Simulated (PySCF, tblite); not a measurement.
# C₂H₁₀GeSSi: geometry, infrared bands and NMR shifts

Aim: predict the infrared bands and NMR shifts of C₂H₁₀GeSSi (`C[SiH2][S][GeH2][CH3]`).

The runs use tblite 0.8.0 and PySCF 2.14.0, with density-fitted response routines of our own; the level of theory stands in each step. All values are computed, except where a source is named. Atoms are numbered from 0 throughout.

**1. The starting structure**

15 atoms, charge 0, multiplicity 1; geometry from: force field or distance geometry start.

Bonds of the start (Å): C0–Si1 1.88, Si1–S2 2.16, S2–Ge3 2.20, Ge3–C4 1.95, C0–H5 1.11, C0–H6 1.11, C0–H7 1.11, Si1–H8 1.45, Si1–H9 1.49, Ge3–H10 1.56, Ge3–H11 1.56, C4–H12 1.11, C4–H13 1.12, C4–H14 1.11.

**2. Optimising the geometry with GFN2-xTB**

What the job is given:

```
{"job": {"kind": "relax", "xc": "GFN2-xTB", "basis": "xTB"}, "charge": 0, "multiplicity": 1}
C     -2.482000    -0.581000     0.309500
Si    -1.695300     0.946000    -0.463200
S     -0.227900     0.149700    -1.841300
Ge     1.338400    -0.798500    -0.620700
C      2.750400     0.496600    -0.271900
H     -3.117200    -0.287900     1.172700
H     -3.126700    -1.033000    -0.479000
H     -1.630200    -1.232800     0.604300
H     -2.663700     1.798400    -1.123500
H     -0.910700     1.697300     0.550700
H      1.948500    -1.995700    -1.417400
H      0.799100    -1.351500     0.731400
H      3.398800     0.046300     0.511600
H      3.293400     0.685200    -1.232700
H      2.320600     1.468900     0.042100
```

Command:

```
> OMP_NUM_THREADS=1 python probes_run.py task.json out
```

This one command runs all jobs of the session in turn.

**Question.** This job is followed by: GFN2-xTB harmonic vibrations, gas phase; GIAO PBE0/pcSseg-1 NMR shielding, non-relativistic, gas phase. Predict these results of the whole session: strongest single infrared mode (GFN2-xTB); zero-point energy (GFN2-xTB); 13C shifts against TMS (PBE0/pcSseg-1); 1H shifts against TMS (PBE0/pcSseg-1, means over atoms taken as alike); 29Si shifts against TMS (PBE0/pcSseg-1); 33S shifts against CS2 (PBE0/pcSseg-1); 73Ge shifts against GeMe4 (PBE0/pcSseg-1).

As calculated:

| quantity | value |
| --- | --- |
| strongest single infrared mode (GFN2-xTB) | 1956 cm⁻¹, 430 km/mol |
| zero-point energy (GFN2-xTB) | 66.1 kcal/mol |
| 13C shifts against TMS (PBE0/pcSseg-1) | -1.6, -2.2 ppm |
| 1H shifts against TMS (PBE0/pcSseg-1, means over atoms taken as alike) | 4.93, 4.81, 0.57, 0.43 ppm |
| 29Si shifts against TMS (PBE0/pcSseg-1) | -29.1 ppm |
| 33S shifts against CS2 (PBE0/pcSseg-1) | -295 ppm |
| 73Ge shifts against GeMe4 (PBE0/pcSseg-1) | -91 ppm |

**Reading.** Relaxing lowered the energy by 0.334 eV in 196 steps; the close pair that moved most is Ge3–H10, from 1.562 to 1.508 Å. No mode is imaginary among the 39: a minimum at this level. The strongest single mode, at 1956 cm⁻¹, moves mainly H10. GFN2-xTB is a fitted tight-binding method: band positions and strengths are rough. Its intensities can rank the bands wrongly. At PBE0/pcSseg-1: The largest span, 282 ppm, is at Ge3, where the paramagnetic term is -1336 ppm. Spin-orbit coupling is left out, which matters for shieldings and couplings at and beside the heavy atoms.
